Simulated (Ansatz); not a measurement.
# CuS (Fm-3m): relaxations under a series of pressures from a Python script

How does CuS (Fm-3m) give way under pressure? Aim: relaxations under a series of pressures, for CuS (Fm-3m), run from a script.

All numbers are computed with the Python package of Ansatz 0.2.0. Level of theory: DFT LDA, plane waves, PAW.

**1. The structure**

It takes space group Fm-3m (No. 225, cubic). Conventional cell: a = 4.880 Å, b = 4.880 Å, c = 4.880 Å, α = 90.00°, β = 90.00°, γ = 90.00°. Around Cu (site symmetry m-3m) lie 6 S at 2.44 Å. S (site symmetry m-3m) has 6 Cu at 2.44 Å as nearest neighbours.

The script reads cus.cif:

```cif
data_CuS
_cell_length_a 3.450544
_cell_length_b 3.450544
_cell_length_c 3.450544
_cell_angle_alpha 60.00000
_cell_angle_beta 60.00000
_cell_angle_gamma 60.00000
_symmetry_space_group_name_H-M 'P 1'
_symmetry_Int_Tables_number 1
loop_
_symmetry_equiv_pos_as_xyz
'x, y, z'
loop_
_atom_site_label
_atom_site_type_symbol
_atom_site_fract_x
_atom_site_fract_y
_atom_site_fract_z
Cu1 Cu    0.000000    0.000000    0.000000
S2 S    0.500000    0.500000    0.500000
```

**2. Script**

File compress_cus.py:

```python
"""Volume and enthalpy of CuS against pressure."""

import ansatz as az
from ase.io import read
import numpy as np

def edges_and_angles(cell):
    cell = np.asarray(cell)
    a, b, c = np.linalg.norm(cell, axis=1)
    cosines = cell[1] @ cell[2] / (b * c), cell[0] @ cell[2] / (a * c), cell[0] @ cell[1] / (a * b)
    return (a, b, c, *np.degrees(np.arccos(cosines)))

atoms = read("cus.cif")
cell = az.Crystal.from_ase(atoms)

model = (
    cell.calculation()
    .functional("lda")
    .pseudopotentials("paw")
    .basis(470)
    .kpoints(density=3.1)
    .occupations("Gaussian", width=0.1)
)

# H = F + PV, with 1 GPa A^3 = 1/160.21766 eV
rows = []
for pressure in [0, 5, 10, 20]:
    result = model.relax(cell=True, pressure=pressure, max_steps=100).run(threads=1)
    cell = result.lattice.cell_ang
    n_atoms = len(result.lattice.sites)
    volume = abs(np.linalg.det(cell)) / n_atoms
    enthalpy = result.report["free_energy_ev"] / n_atoms + pressure * volume / 160.21766
    rows.append((pressure, volume, enthalpy, *edges_and_angles(cell)))
    print(f"{pressure} GPa done: {volume:.4f} A^3/atom")

print(" P (GPa)  V (A^3/atom)  H (eV/atom)     a       b       c")
for row in rows:
    print("{:8.1f} {:12.4f} {:14.5f} {:7.4f} {:7.4f} {:7.4f}".format(*row[:6]))
p, v = np.array([row[0] for row in rows], float), np.array([row[1] for row in rows])
print("mean bulk modulus between rows (GPa):", np.round(-np.diff(p) / np.diff(np.log(v)), 1))
```

**3. Launch**

Started as:

```
> python compress_cus.py
```

Standard output:

```text
0 GPa done: 13.4032 A^3/atom
5 GPa done: 12.9572 A^3/atom
10 GPa done: 12.5827 A^3/atom
20 GPa done: 11.9752 A^3/atom
 P (GPa)  V (A^3/atom)  H (eV/atom)     a       b       c
     0.0      13.4032    -3712.78556  3.3593  3.3593  3.3593
     5.0      12.9572    -3712.37449  3.3216  3.3216  3.3216
    10.0      12.5827    -3711.97622  3.2893  3.2893  3.2893
    20.0      11.9752    -3711.21081  3.2355  3.2355  3.2355
mean bulk modulus between rows (GPa): [147.7 170.5 202.1]
```

It took 14 s on 1 thread of Arm Neoverse V2, shared host; peak memory 0.4 GiB.

Lines on the test bed's own set-up are left out of the output.

**4. What each run gave**

From the records of these 4 runs:

```csv
run,pressure asked (GPa),energy from run 1 (meV/atom),final volume (Å³/atom),pressure (GPa),SCF cycles in all,CPU time (s)
1,0,0.00,13.40,0.00,43,4.1
2,5,6.71,12.96,4.97,30,2.9
3,10,23.99,12.58,9.95,30,2.9
4,20,79.89,11.98,19.97,36,3.5
```

Energies are free energies F = E - TS of the smeared occupations. 

**5. How the relaxation of run 1 went**

Step by step:

| step | E - E(step 1) (eV/cell) | largest force component (eV/Å) | pressure (GPa) | volume (Å³) |
| --- | --- | --- | --- | --- |
| 1 | 0.0000 | 0.0000 | -9.02 | 29.05 |
| 2 | -0.0576 | 0.0000 | -3.95 | 27.66 |
| 3 | -0.0684 | 0.0000 | 0.71 | 26.67 |
| 4 | -0.0687 | 0.0000 | -0.04 | 26.82 |
| 5 | -0.0682 | 0.0000 | -0.05 | 26.82 |
| 6 | -0.0682 | 0.0000 | 0.00 | 26.81 |
| 7 | -0.0682 | 0.0000 | 0.00 | 26.81 |

Step 1 is the start. Steps 5, 7 each repeat the geometry before them on a plane-wave basis chosen anew, so the energy can jump there without any move.

Lengths and angles in the start's conventional setting:

«Before» is this run's own start.

|  | before | after | change |
| --- | --- | --- | --- |
| a (Å) | 4.880 | 4.751 | -2.6 % |
| b (Å) | 4.880 | 4.751 | -2.6 % |
| c (Å) | 4.880 | 4.751 | -2.6 % |
| volume (Å³/atom) | 14.53 | 13.40 | -7.7 % |
| shortest distance (Å) | 2.440 | 2.375 | -2.6 % |
| space group (0.01 Å) | Fm-3m | Fm-3m | same |

The run keeps the 48 symmetry operations of the start, so it could not have lowered the symmetry.

**6. Path of the relaxation of run 4**

The steps of the relaxation:

```
step  energy from step 1 (eV/cell)  largest force component (eV/Å)  pressure (GPa)  volume (Å³)
   1                        0.0000                          0.0000           -9.02        29.05
   2                       -0.0052                          0.0000           11.72        24.93
   3                        0.1384                          0.0000           23.45        23.60
   4                        0.0899                          0.0000           19.95        23.96
   5                        0.0906                          0.0000           20.00        23.95
   6                        0.0916                          0.0000           19.97        23.95
```

Step 1 is the start. Step 6 repeats the geometry before it on a plane-wave basis chosen anew for that cell, so its energy need not be comparable with the rows above.

Lengths and angles in the start's conventional setting:

«Before» is this run's own start.

|  | before | after | change |
| --- | --- | --- | --- |
| a (Å) | 4.880 | 4.576 | -6.2 % |
| b (Å) | 4.880 | 4.576 | -6.2 % |
| c (Å) | 4.880 | 4.576 | -6.2 % |
| volume (Å³/atom) | 14.53 | 11.98 | -17.6 % |
| shortest distance (Å) | 2.440 | 2.288 | -6.2 % |
| space group (0.01 Å) | Fm-3m | Fm-3m | same |

The run keeps the 48 symmetry operations of the start, so it could not have lowered the symmetry.

Under a set pressure the enthalpy E + pV is minimised, so E itself may rise.

**7. What came out**

```
                                   quantity               value
bulk modulus between neighbouring pressures  147.7 to 202.1 GPa
                              runs compared                   4
                            range of energy      79.89 meV/atom
```

**Reading.** The crystal stiffens as it is compressed. The volume falls from 13.40 Å³ an atom at 0 GPa to 11.98 at 20 GPa, by 10.7 %. Between 0 and 5 GPa, -V dP/dV is about 148 GPa, a mean over that step. In run 1, the volume shrank by 7.7 % over 4 moves, and the space group stayed Fm-3m. In run 4, over 4 moves the cell shrank by 17.6 % in volume under the 20 GPa asked, and the space group stayed Fm-3m. Caveats:
- The run is spin-unpolarised.
- At a fixed pressure a relaxation lowers the enthalpy F + PV, while F alone can rise.
- The structure comes from a database of computed cells and needn't be a stable or known phase.
- Symmetry holds the cell in this phase, so another phase that may be stable under pressure is not reached.
